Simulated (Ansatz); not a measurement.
# C3H9AlO: one species, many methods

An exercise on one series of results from a longer session: the logs are not shown, and one member is left open.

Program: Ansatz 0.2.0, Gaussian basis. Level of theory: functionals in def2-TZVPP, the program's frozen cores in correlated methods. These are calculated values, not measurements.

The runs, in order: LDA (SPW92), PBE-D4, revPBE-D4, BLYP-D4, r2SCAN-D4, B97M-V, PBE0-D4, B3LYP-D4, r2SCANh-D4, r2SCAN0-D4, HSE06-D4, BHLYP-D4, CAM-B3LYP-D4, LC-ωPBE, ωB97X-V, ωB97M-V, B2PLYP, PBE-QIDH; CCSD(T)/def2-SVP; CCSD(T)/def2-TZVPP; MP2/def2-QZVPP; extrapolation to the limit; RPA on PBE.

## Structure used throughout

The geometry comes from an earlier relaxation with PBE0-D4 in a triple-zeta def2 set; it is a stationary point, not always the lowest conformer.

14 atoms, charge 0, spin multiplicity 1.

Atoms are counted from 1 here; the program's logs count them from 0.

Bond lengths: C1–C2 1.517 Å, C1–H6 1.091 Å, C1–H7 1.094 Å, C1–H8 1.093 Å, C2–C3 1.517 Å, C2–O4 1.403 Å, C2–H9 1.099 Å, C3–H10 1.093 Å, C3–H11 1.094 Å, C3–H12 1.093 Å, O4–Al5 1.681 Å, Al5–H13 1.578 Å, Al5–H14 1.585 Å. Angles: C2–C1–H6 110.3°, C2–C1–H7 110.3°, C2–C1–H8 110.9°, H6–C1–H7 108.3°, H6–C1–H8 108.6°, H7–C1–H8 108.3°, C1–C2–C3 111.9°, C1–C2–O4 109.2°, C1–C2–H9 108.1°, C3–C2–O4 112.1°, C3–C2–H9 108.4°, O4–C2–H9 107.0°, C2–C3–H10 111.1°, C2–C3–H11 110.7°, C2–C3–H12 110.7°, H10–C3–H11 108.1°, H10–C3–H12 108.1°, H11–C3–H12 108.1° and more.

Set-up of the first run:

in.yaml reads:

```yaml
crystal:
  periodic: [false, false, false]
  atoms:
    - {symbol: C, position_ang: [-1.229671, 0.390508, 1.166634]}
    - {symbol: C, position_ang: [0.178889, 0.141727, 0.661666]}
    - {symbol: C, position_ang: [0.401126, -1.315026, 0.302317]}
    - {symbol: O, position_ang: [0.439021, 0.998713, -0.418766]}
    - {symbol: Al, position_ang: [0.794707, 0.992871, -2.061957]}
    - {symbol: H, position_ang: [-1.367571, 1.447527, 1.399843]}
    - {symbol: H, position_ang: [-1.961122, 0.107928, 0.403810]}
    - {symbol: H, position_ang: [-1.429973, -0.194382, 2.067622]}
    - {symbol: H, position_ang: [0.882149, 0.412086, 1.461964]}
    - {symbol: H, position_ang: [1.420547, -1.480290, -0.054974]}
    - {symbol: H, position_ang: [-0.290776, -1.628673, -0.485174]}
    - {symbol: H, position_ang: [0.238484, -1.955974, 1.172131]}
    - {symbol: H, position_ang: [0.938483, 2.417878, -2.725396]}
    - {symbol: H, position_ang: [0.972805, -0.364391, -2.860822]}
basis:
  gaussian: {orbitals: def2-TZVPP}
hamiltonian: {xc: lda}
output: {orbitals: {seedname: orbitals}}
```

Launch:

```sh
$ ansatz run in.yaml --threads 4 --pin off --events-out ev --progress --plain --max-ram 10444MiB
```

Among the steps run: LDA; PBE-D4 (GGA); revPBE-D4 (GGA); BLYP-D4 (GGA); r2SCAN-D4 (meta-GGA); B97M-V (meta-GGA); B3LYP-D4 (hybrid); r2SCANh-D4 (hybrid); r2SCAN0-D4 (hybrid); HSE06-D4 (hybrid); BHLYP-D4 (hybrid); CAM-B3LYP-D4 (range-separated); LC-ωPBE (range-separated); ωB97X-V (range-separated); ωB97M-V (range-separated); B2PLYP (double hybrid); PBE-QIDH (double hybrid).

One of the session's tables, all rows but one given; the rest of the session is left out.

It belongs to the step «Orbital energies across the functionals». 

```
  functional  HOMO (eV)  gap (eV)
 LDA (SPW92)      -6.52      4.64
      PBE-D4      -6.42      4.76
   revPBE-D4      -6.36      4.81
     BLYP-D4      -6.33      4.78
   r2SCAN-D4      -6.72      5.42
      B97M-V          ?         ?
     PBE0-D4      -7.82      6.93
    B3LYP-D4      -7.62      6.51
  r2SCANh-D4      -7.25      6.20
  r2SCAN0-D4      -8.04      7.35
    HSE06-D4      -7.42      6.16
    BHLYP-D4      -9.17      9.01
CAM-B3LYP-D4      -9.24      9.25
     LC-ωPBE     -10.57     11.67
     ωB97X-V     -10.25     11.22
     ωB97M-V     -10.12     10.79
```

Q: Estimate the row for B97M-V from the others.

The run gave: HOMO (eV): -6.89; gap (eV): 5.30. In the column «HOMO (eV)» it lies between r2SCANh-D4 (-7.25) and r2SCAN-D4 (-6.72).
